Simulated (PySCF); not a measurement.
# C4H7GeN: the cost of one run

Programs: PySCF 2.14.0, with routines of our own; each step states its level. All values are computed. Atoms count from 0.

## (1) The system as given

13 atoms, charge 0, multiplicity 1; geometry from: GFN2-xTB.

## (2) Relaxing the molecule at LC-wPBE/def2-SV(P)

What the job is given:

```
{"job": {"xc": "LC-wPBE", "basis": "def2-SV(P)", "grid": 1, "kind": "geom"}, "charge": 0, "multiplicity": 1}
N      2.212390    -0.047132    -0.195579
C      0.842676    -0.085597    -0.077526
C      0.076921    -1.189654    -0.211579
Ge    -1.777372    -0.677365    -0.059040
C     -1.186257     1.165753     0.200851
C      0.145606     1.187915     0.141913
H      2.685521     0.724521     0.246207
H      2.693286    -0.929687    -0.131819
H      0.506112    -2.162298    -0.380701
H     -2.650492    -0.875562    -1.266540
H     -2.528480    -1.252872     1.110606
H     -1.768462     2.057619     0.361268
H      0.744163     2.084846     0.244210
```

Run with:

```
OMP_NUM_THREADS=1 python excited_run.py task.json out
```

This one command runs all jobs of the session in turn.

**Question.** How long does this run take on 1 thread of Intel Xeon Platinum 8559C, shared host?

About 82 s.
